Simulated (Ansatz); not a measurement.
# GaP₂H (triplet): the correlation ladder, cc-pVDZ

An exercise on one series of results from a longer session: the logs are not shown, and one member is left open.

Program: Ansatz 0.2.0, Gaussian basis. Level of theory: cc-pVDZ, core rule «outside noble gas», up to 24 orbitals frozen. These are calculated values, not measurements.

To be run: UHF; CCSD(T) on ROHF; CCSD(T) on UHF; BCCD(T) on ROHF; CISD; CCSDT(Q) on ROHF; CCSDT(Q) on UHF.

19 further runs of the same task are left out: 8 that didn't finish, 11 set aside as unsound or not needed.

## The system

The geometry is a PBE0/def2-TZVP stationary point (not a proven minimum) of the parent state, kept for this charge and spin. No spin-orbit coupling is included. The filled d shell of Ga may be among the frozen orbitals whatever the setting's name suggests; the logs give the count.

4 atoms, charge 0, spin multiplicity 3.

Atoms are counted from 1 here; the program's logs count them from 0.

Bond lengths: P1–Ga2 2.148 Å, Ga2–P3 2.183 Å, P3–H4 1.429 Å. Angles: P1–Ga2–P3 178.2°, Ga2–P3–H4 88.9°.

The first run:

Contents of in.yaml:

```yaml
crystal:
  periodic: [false, false, false]
  atoms:
    - {symbol: P, position_ang: [-0.000031, -0.309074, 2.707582]}
    - {symbol: Ga, position_ang: [0.000074, -0.319915, 0.559582]}
    - {symbol: P, position_ang: [-0.000027, -0.399703, -1.621745]}
    - {symbol: H, position_ang: [-0.000015, 1.028693, -1.645420]}
basis:
  gaussian: {orbitals: cc-pVDZ}
magnetization: {spin_polarized: true, initial_magnetization: 2}
hamiltonian: {xc: hf}
output: {orbitals: {seedname: orbitals}}
```

Started as:

```bash
$ ansatz run in.yaml --threads 1 --pin off --events-out ev --progress --plain --max-ram 2393MiB
```

Steps of the session up to this table: UHF; CCSD(T) on ROHF; CCSD(T) on UHF; BCCD(T) on ROHF; CISD; CCSDT(Q) on ROHF; CCSDT(Q) on UHF.

One table of the session follows, with a row left open; its other results are not shown here.

It belongs to the step «Misses and costs». 

```
   method  from RCCSDT(Q) (kcal/mol)
      UHF                    +187.32
     RMP2                     +33.57
     UMP2                     +40.88
    RCCSD                     +11.34
    UCCSD                     +10.29
 RCCSD(T)                          ?
 UCCSD(T)                      +2.31
  BCCD(T)                      +2.13
   RCCSDT                      +0.93
   UCCSDT                      +0.72
RCCSDT(Q)                          0
UCCSDT(Q)                      -0.11
```

Estimate the missing values for RCCSD(T).

**Answer.** from RCCSDT(Q) (kcal/mol): +2.01. In the column «from RCCSDT(Q) (kcal/mol)» it lies between RCCSDT (+0.93) and BCCD(T) (+2.13).

Not comparable, so not listed: CISD (they don't share determinant, frozen orbitals or solution with the rows shown, or repeat one).

Limits of these values: The report flags that the cluster equations may have other roots. Left out of the table: ROHF (another determinant or state than the rows shown). The program flags RCCSD(T), BCCD(T), RCCSDT(Q) as in doubt, so the zero of the table is itself unsure. Warnings: spin contamination; coupled cluster took another determinant than the lowest. Restricted and unrestricted rows rest on different reference determinants; where their highest levels disagree by more than a few hundredths of an eV, they describe different states and don't form one ladder.
